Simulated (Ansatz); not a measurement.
Working through a ranking of structure types by relaxed energy of AgB2 on several prototypes

Program: Ansatz 0.2.0, Python API.

Notebook, run cell by cell (the value of a cell's last expression is shown):

```python
import csv
import warnings

import ansatz as az
import numpy as np


def rutile(A, B, a):
    return (
        az.Lattice.from_parameters(a, a, 0.65 * a, alpha=90, beta=90, gamma=90)
        .space_group(136)
        .atom(A, (0, 0, 0))
        .atom(B, (0.305, 0.305, 0))
    )
```

```python
def cdi2(first, second, a):
    return (
        az.Lattice.from_parameters(a, a, 1.6 * a, alpha=90, beta=90, gamma=120)
        .space_group(164)
        .atom(first, (0, 0, 0))
        .atom(second, (1 / 3, 2 / 3, 0.25))
    )
```

```python
def fluorite(first, second, a):
    return (
        az.Lattice.fcc(a)
        .space_group(225)
        .atom(first, (0, 0, 0))
        .atom(second, (0.25, 0.25, 0.25))
        .primitive()
    )
```

```python
def solve(name, crystal, relax=True):
    calc = (
        crystal.calculation()
        .basis(21 * az.Ha)
        .functional('pbesol')
        .kpoints(spacing=0.33)
        .occupations('cold', width=0.05)
        .stress()
        .band_table()
    )
    if relax:
        calc = calc.relax(force_tolerance=0.02, max_steps=60, cell=True)
    return calc.run(threads=1)
```

```python
def bulk_modulus(name, outcome, step=0.02):
    # B = -V dP/dV from the pressures of two uniformly scaled cells, atoms held at their fractions
    pressure = []
    for factor in (1 - step, 1.0, 1 + step):
        cell = az.Crystal(lattice=az.Lattice.of(outcome.lattice.cell_ang * factor ** (1 / 3)))
        for site in outcome.report['lattice']['sites']:
            cell = cell.atom(site['symbol'], site['position_frac'])
        pressure.append(np.trace(solve(name, cell, relax=False).report['stress_gpa']) / 3)
    slope, bend = (pressure[0] - pressure[2]) / (2 * step), abs(pressure[0] + pressure[2] - 2 * pressure[1])
    # a jump of mesh or basis between the cells shows as a kink: no modulus then
    return float(slope) if bend < 12 * step**2 * abs(slope) + 0.15 and abs(pressure[1]) < 1.5 else float('nan')
```

```python
def relaxed_twice(name, crystal):
    # the second pass draws mesh and plane waves anew for the relaxed cell
    first = solve(name, crystal)
    again = az.Crystal(lattice=az.Lattice.of(first.lattice.cell_ang))
    for site in first.report['lattice']['sites']:
        again = again.atom(site['symbol'], site['position_frac'])
    return solve(name, again)
```

```python
def pressure_gpa(outcome):
    return float(np.trace(outcome.report['stress_gpa']) / 3)
```

```python
def volume_per_atom(outcome):
    return abs(np.linalg.det(outcome.lattice.cell_ang)) / len(outcome.lattice.sites)
```

```python
# starting lattice constants are rough guesses; the relaxation finds the rest
warnings.simplefilter('ignore', az.DeckWarning)
```

```python
phases = {}
phases['rutile'] = rutile('Ag', 'B', 4.83)
phases['CdI2'] = cdi2('Ag', 'B', 3.04)
phases['fluorite'] = fluorite('Ag', 'B', 5.14)
```

```python
done = {name: relaxed_twice(name, crystal) for name, crystal in phases.items()}
```

    

```python
energy = {name: o.report['energy_sigma0_ev'] / len(o.lattice.sites) for name, o in done.items()}
lowest = min(energy.values())
rows = [(name, len(o.lattice.sites), 1000 * (energy[name] - lowest), pressure_gpa(o), volume_per_atom(o), bulk_modulus(name, o)) for name, o in done.items()]
rows.sort(key=lambda row: row[2])
with open('prototypes.csv', 'w', newline='') as handle:
    writer = csv.writer(handle)
    writer.writerow(['phase', 'atoms', 'dE (meV/atom)', 'P (GPa)', 'V (A^3/atom)', 'B (GPa)'])
    writer.writerows([round(v, 4) if isinstance(v, float) else v for v in row] for row in rows)
print(open('prototypes.csv').read())
```

    phase,atoms,dE (meV/atom),P (GPa),V (A^3/atom),B (GPa)
    CdI2,3,0.0,0.0388,10.2422,173.7204
    fluorite,3,967.6208,0.0143,11.0931,179.3429
    rutile,6,1351.8365,0.0107,13.6029,127.3234

By space group at the end of each run: P6/mmm (+0 meV an atom, 10.2 Å³), Fm-3m (+968 meV an atom, 11.1 Å³) and P4_2/mnm (+1352 meV an atom, 13.6 Å³).

Notes:
- For the metals among these phases the mesh is modest: differences between phases can be off by up to 40 meV an atom.
- Pressure is positive in compression.
- The cells are built on prototypes, so most aren't the phase found in nature. Rows bear the name of their start, and a relaxation keeps or raises the symmetry. Differences under about 40 meV an atom lie within the error of mesh and functional.
- Finished in 2.1 min on 1 thread of Arm Neoverse V1 (shared host), peak memory 0.5 GiB.

(Lines on the test bed's own set-up are left out of the output.)
